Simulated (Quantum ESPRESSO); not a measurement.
# Al2Cl (Fm-3m) in Quantum ESPRESSO: a series of runs, part 3 of 3

Quantum ESPRESSO 7.5. The steps go on from the part before.

## 4. Phonons, rev-vdW-DF2

The input, pw.in:

```
&CONTROL
  calculation = 'scf'
  prefix = 'pwscf'
  outdir = './tmp'
  pseudo_dir = './pseudo'
  tprnfor = .true.
  tstress = .true.
  disk_io = 'low'
/
&SYSTEM
  ibrav = 0
  A = 4.46704189
  nat = 3
  ntyp = 2
  ecutwfc = 52
  nbnd = 12
  input_dft = 'vdw-df2-b86r'
  occupations = 'smearing'
  smearing = 'fd'
  degauss = 0.00367493
/
&ELECTRONS
  conv_thr = 6d-10
  electron_maxstep = 120
  mixing_beta = 0.5
/
ATOMIC_SPECIES
Al    26.9815 13_Al_3_1.9_1.9_pbe_n_v1.0.upf
Cl    35.4500 17_Cl_7_1.9_1.9_pbe_n_v1.0.upf
CELL_PARAMETERS alat
   0.0000000000    0.7071067807    0.7071067807
   0.7071067807    0.0000000000    0.7071067807
   0.7071067807    0.7071067807    0.0000000000
ATOMIC_POSITIONS alat
Al     0.3535533903    0.3535533903    0.3535533903
Al     1.0606601710    1.0606601710    1.0606601710
Cl     0.0000000000    0.0000000000    0.0000000000
K_POINTS automatic
6 6 6 1 1 1
```

The input, relax.in:

```
&CONTROL
  calculation = 'vc-relax'
  prefix = 'pwscf'
  outdir = './tmp'
  pseudo_dir = './pseudo'
  tprnfor = .true.
  tstress = .true.
  disk_io = 'low'
  nstep = 40
  forc_conv_thr = 0.0001
  etot_conv_thr = 1d-06
/
&SYSTEM
  ibrav = 0
  A = 4.46704189
  nat = 3
  ntyp = 2
  ecutwfc = 52
  nbnd = 12
  input_dft = 'vdw-df2-b86r'
  occupations = 'smearing'
  smearing = 'fd'
  degauss = 0.00367493
/
&ELECTRONS
  conv_thr = 6d-10
  electron_maxstep = 120
  mixing_beta = 0.5
/
&IONS
  ion_dynamics = 'bfgs'
/
&CELL
  cell_dynamics = 'bfgs'
  press = 0
  press_conv_thr = 0.2
/
ATOMIC_SPECIES
Al    26.9815 13_Al_3_1.9_1.9_pbe_n_v1.0.upf
Cl    35.4500 17_Cl_7_1.9_1.9_pbe_n_v1.0.upf
CELL_PARAMETERS alat
   0.0000000000    0.7071067807    0.7071067807
   0.7071067807    0.0000000000    0.7071067807
   0.7071067807    0.7071067807    0.0000000000
ATOMIC_POSITIONS alat
Al     0.3535533903    0.3535533903    0.3535533903
Al     1.0606601710    1.0606601710    1.0606601710
Cl     0.0000000000    0.0000000000    0.0000000000
K_POINTS automatic
6 6 6 1 1 1
```

The input, scf2.in:

```
&CONTROL
  calculation = 'scf'
  prefix = 'pwscf'
  outdir = './tmp'
  pseudo_dir = './pseudo'
  tprnfor = .true.
  tstress = .true.
  disk_io = 'low'
/
&SYSTEM
  ibrav = 0
  A = 4.9257649
  nat = 3
  ntyp = 2
  ecutwfc = 52
  nbnd = 12
  input_dft = 'vdw-df2-b86r'
  occupations = 'smearing'
  smearing = 'fd'
  degauss = 0.00367493
/
&ELECTRONS
  conv_thr = 1d-13
  electron_maxstep = 120
  mixing_beta = 0.5
  startingpot = 'file'
  startingwfc = 'file'
/
ATOMIC_SPECIES
Al    26.9815 13_Al_3_1.9_1.9_pbe_n_v1.0.upf
Cl    35.4500 17_Cl_7_1.9_1.9_pbe_n_v1.0.upf
CELL_PARAMETERS alat
   0.0000000000    0.7071067812    0.7071067812
   0.7071067812    0.0000000000    0.7071067812
   0.7071067812    0.7071067812    0.0000000000
ATOMIC_POSITIONS alat
Al     0.3535533906    0.3535533906    0.3535533906
Al     1.0606601718    1.0606601718    1.0606601718
Cl     0.0000000000    0.0000000000    0.0000000000
K_POINTS automatic
6 6 6 1 1 1
```

The input, ph.in:

```
phonons of Al2Cl
&INPUTPH
  prefix = 'pwscf'
  outdir = './tmp'
  tr2_ph = 1d-18
  fildyn = 'dyn'
  niter_ph = 90
  alpha_mix(1) = 0.4
/
0.0000000000 0.0000000000 0.0000000000
```

The input, dynmat.in:

```
&INPUT
  fildyn = 'dyn'
  asr = 'crystal'
  filout = 'dynmat.disp'
  fileig = 'dynmat.eig'
/
```

Potentials or basis: SPMS 1.0 PBE.

On the command line:

```console
OMP_NUM_THREADS=1 pw.x -in pw.in > pw.out
OMP_NUM_THREADS=1 pw.x -in relax.in > relax.out
OMP_NUM_THREADS=1 pw.x -in scf2.in > scf2.out
OMP_NUM_THREADS=1 ph.x -in ph.in > ph.out
OMP_NUM_THREADS=1 dynmat.x -in dynmat.in > dynmat.out
```

pw.out:

```text
This program is part of the open-source Quantum ESPRESSO suite
     for quantum simulation of materials; please cite
         "P. Giannozzi et al., J. Phys.:Condens. Matter 21 395502 (2009);
         "P. Giannozzi et al., J. Phys.:Condens. Matter 29 465901 (2017);
         "P. Giannozzi et al., J. Chem. Phys. 152 154105 (2020);
     in publications or presentations arising from this work. More details at

     IMPORTANT: XC functional enforced from input :
     Exchange-correlation= VDW-DF2-B86R
                           (   1   4  26   0   2   0   0)
     Any further DFT definition will be discarded
     Please, verify this is what you really want

     Message from routine setup:
     using ibrav=0 with symmetry is DISCOURAGED, use correct ibrav instead

     G-vector sticks info
     --------------------
     sticks:   dense  smooth     PW     G-vecs:    dense   smooth      PW
     Sum        1027    1027    313                21595    21595    3647

     Using Slab Decomposition

     bravais-lattice index     =            0
     lattice parameter (alat)  =       8.4415  a.u.
     unit-cell volume          =     425.3453 (a.u.)^3
     number of atoms/cell      =            3
     number of atomic types    =            2
     number of electrons       =        13.00
     number of Kohn-Sham states=           12
     kinetic-energy cutoff     =      52.0000  Ry
     charge density cutoff     =     208.0000  Ry
     scf convergence threshold =      6.0E-10
     mixing beta               =       0.5000
     number of iterations used =            8  plain     mixing
     Exchange-correlation= VDW-DF2-B86R
                           (   1   4  26   0   2   0   0)

     celldm(1)=   8.441486  celldm(2)=   0.000000  celldm(3)=   0.000000
     celldm(4)=   0.000000  celldm(5)=   0.000000  celldm(6)=   0.000000

     crystal axes: (cart. coord. in units of alat)
               a(1) = (   0.000000   0.707107   0.707107 )
               a(2) = (   0.707107   0.000000   0.707107 )
               a(3) = (   0.707107   0.707107   0.000000 )

     reciprocal axes: (cart. coord. in units 2 pi/alat)
               b(1) = ( -0.707107  0.707107  0.707107 )
               b(2) = (  0.707107 -0.707107  0.707107 )
               b(3) = (  0.707107  0.707107 -0.707107 )

     PseudoPot. # 1 for Al read from file:
     13_Al_3_1.9_1.9_pbe_n_v1.0.upf
     Pseudo is Norm-conserving + core correction, Zval =  3.0
[... 87 lines left out ...]

     %%%%%%%%%%%%%%%%%%%%%%%%%%%%%%%%%%%%%%%%%%%%%%%%%%%%%%%%%%%%%%%%%%%%%%%%
     %                                                                      %
     %  vdW-DF NEWS:                                                        %
     %                                                                      %
     %  * vdW-DF3 is now available. DOI: 10.1021/acs.jctc.0c00471           %
     %    use with input_dft = 'vdW-DF3-opt1' or 'vdW-DF3-opt2'             %
     %                                                                      %
     %  * Unscreened and range-separated hybrid vdW-DF-cx functionals       %
     %    DOI: 10.1063/1.4986522 and 10.1088/1361-648X/ac2ad2               %
     %    use with input_dft = 'vdW-DF-cx0'    and 'vdW-DF-ahcx'            %
     %  * Unscreened and range-separated hybrid vdW-DF2-b86r functionals    %
     %    DOI: 10.1063/1.4986522 and DOI: 10.1103/PhysRevX.12.041003        %
     %    use with input_dft = 'vdW-DF2-br0' and 'vdW-DF2-ahbr'             %
     %                                                                      %
     %%%%%%%%%%%%%%%%%%%%%%%%%%%%%%%%%%%%%%%%%%%%%%%%%%%%%%%%%%%%%%%%%%%%%%%%

     Starting wfcs are   12 randomized atomic wfcs

     Self-consistent Calculation

     iteration #  1     ecut=    52.00 Ry     beta= 0.50
     Davidson diagonalization with overlap
     ethr =  1.00E-02,  avg # of iterations =  4.1

     Threshold (ethr) on eigenvalues was too large:
     Diagonalizing with lowered threshold

     Davidson diagonalization with overlap
     ethr =  1.29E-04,  avg # of iterations =  7.3

     total energy              =     -41.95778870 Ry
     estimated scf accuracy    <       0.01702347 Ry
[... 43 lines left out ...]
     iteration #  8     ecut=    52.00 Ry     beta= 0.50
     Davidson diagonalization with overlap
     ethr =  5.96E-12,  avg # of iterations =  2.6

     End of self-consistent calculation

          k = 0.0589 0.0589 0.0589 (  2709 PWs)   bands (ev):

   -11.3710  -0.2393   0.4415   0.4415   1.1201   5.8256   6.4357   6.4357
     7.9900  10.2256  10.2256  11.1899
[... 73 lines left out ...]
   -11.0845  -2.0051  -0.4588  -0.3095   3.3859   4.2009   6.1498   8.4518
     8.5810  11.7012  11.8925  12.3008

          k =-0.5303 0.1768-0.0589 (  2696 PWs)   bands (ev):

   -11.1182  -1.8154  -0.6306  -0.2109   3.8358   4.4421   5.8870   7.8437
     8.3226  10.8505  12.4200  12.8095

          k =-0.4125 0.0589 0.0589 (  2690 PWs)   bands (ev):
[... 51 lines left out ...]
   -11.1316  -1.9270  -0.5727   0.0775   3.0483   5.6510   6.2268   7.3147
     8.8646   9.7261  10.5967  12.3184

     the Fermi energy is     6.1728 ev

!    total energy              =     -41.96308713 Ry
     estimated scf accuracy    <          3.7E-11 Ry
     smearing contrib. (-TS)   =      -0.00105335 Ry
     internal energy E=F+TS    =     -41.96203378 Ry

     The total energy is F=E-TS. E is the sum of the following terms:
     one-electron contribution =      -3.29680518 Ry
     hartree contribution      =       7.50341710 Ry
     xc contribution           =     -13.15126661 Ry
     ewald contribution        =     -33.01737908 Ry

     convergence has been achieved in   8 iterations

     Forces acting on atoms (cartesian axes, Ry/au):

     atom    1 type  1   force =     0.00000000    0.00000000    0.00000000
     atom    2 type  1   force =     0.00000000    0.00000000    0.00000000
     atom    3 type  2   force =     0.00000000    0.00000000    0.00000000

     Total force =     0.000000     Total SCF correction =     0.000000

     Computing stress (Cartesian axis) and pressure

          total   stress  (Ry/bohr**3)                   (kbar)     P=      106.33
   0.00072281  -0.00000000   0.00000000          106.33       -0.00        0.00
  -0.00000000   0.00072281  -0.00000000           -0.00      106.33       -0.00
   0.00000000  -0.00000000   0.00072281            0.00       -0.00      106.33

=------------------------------------------------------------------------------=
   JOB DONE.
=------------------------------------------------------------------------------=
```

scf2.out:

```text
This program is part of the open-source Quantum ESPRESSO suite
     for quantum simulation of materials; please cite
         "P. Giannozzi et al., J. Phys.:Condens. Matter 21 395502 (2009);
         "P. Giannozzi et al., J. Phys.:Condens. Matter 29 465901 (2017);
         "P. Giannozzi et al., J. Chem. Phys. 152 154105 (2020);
[... 348 lines left out ...]
  -0.00000000   0.00000122  -0.00000000           -0.00        0.18       -0.00
  -0.00000000  -0.00000000   0.00000122           -0.00       -0.00        0.18

=------------------------------------------------------------------------------=
   JOB DONE.
=------------------------------------------------------------------------------=
```

Wall time 15 min (1 thread of Arm Neoverse V1, shared host); peak memory 0.24 GiB.

Results:

| Property | Result |
| --- | --- |
| Free energy | -571.5128 eV |
| Relaxed volume | 28.17 Å³/atom |
| Relaxed cell | a = 4.926 Å, b = 4.926 Å, c = 4.926 Å, α = 60.00°, β = 60.00°, γ = 60.00° |
| Space group after relaxing (to 0.05 Å) | Fm-3m (No. 225) |
| Pressure after relaxing | 0.0 GPa |
| Band gap on the k mesh | none (metal or under the smearing width) |
| Highest phonon frequency at Γ | 21 cm⁻¹ |
| Most unstable mode | 145i cm⁻¹ |

Step by step:
| step | energy change (eV) | largest force (eV/Å) | pressure (GPa) | volume (Å³) |
| --- | --- | --- | --- | --- |
| 1 | 0.0000 | 0.0000 | 10.63 | 63.03 |
| 2 | -0.2036 | 0.0000 | 8.08 | 66.51 |
| 3 | -0.3702 | 0.0000 | 5.46 | 70.48 |
| 4 | -0.5204 | 0.0000 | 2.44 | 76.73 |
| 5 | -0.5721 | 0.0000 | 0.48 | 82.64 |
| 6 | -0.5748 | 0.0000 | 0.07 | 84.24 |
| 7 | -0.5749 | 0.0000 | 0.00 | 84.50 |
| 8 | -0.5749 | 0.0000 | 0.00 | 84.51 |

Final structure:
```xyz
3
Lattice="0.0000 3.4830 3.4830 3.4830 0.0000 3.4830 3.4830 3.4830 0.0000" Properties=species:S:1:pos:R:3 pbc="T T T"
Al    1.7415    1.7415    1.7415
Al    5.2246    5.2246    5.2246
Cl    0.0000    0.0000    0.0000
```

Phonon frequencies in cm⁻¹ (negative: imaginary):
```tsv
q point	frequencies
(0.000, 0.000, 0.000)	-145 -145 -145 -46 -46 -46 21 21 21
```

Optical modes at Γ, degenerate ones joined:
```tsv
cm⁻¹	components	symmetry	active in
144i	3	T1u	IR
46i	3	T2g	Raman
```

Caveat: the mesh is thin for the phonons of a metal; the potentials were made for another functional, which shifts forces and pressure; some modes are imaginary; the volume moved by over 15 % at a fixed basis, so the end points are rough; an odd number of electrons without spin polarisation forces a metal; a magnetic or distorted state may lie lower.

## 5. The runs side by side

```tsv
level	rVV10 parameter b	gap on the mesh (eV)	pressure (GPa)
PBE+D3(BJ)	-	none	0.0
rPW86PBE+rVV10	6.3	none	0.0
rev-vdW-DF2	-	none	0.0
```

Alike in all rows: task phonons; potentials or basis SPMS 1.0 PBE; no spin polarisation; cell relaxed; k mesh 6 × 6 × 6, shifted; cutoff (eV) 707; smearing fermi-dirac 0.05 eV.

Caveats: some modes are imaginary; the volume moved by over 15 % at a fixed basis, so the end points are rough; an odd number of electrons without spin polarisation forces a metal; a magnetic or distorted state may lie lower; pairwise dispersion overbinds metals, which lowers pressure and volume (some runs); the potentials were made for another functional, which shifts forces and pressure (some runs); the mesh is thin for the phonons of a metal (some runs).

Total energies depend on the potentials used, so only differences within one code and one set of settings carry meaning.
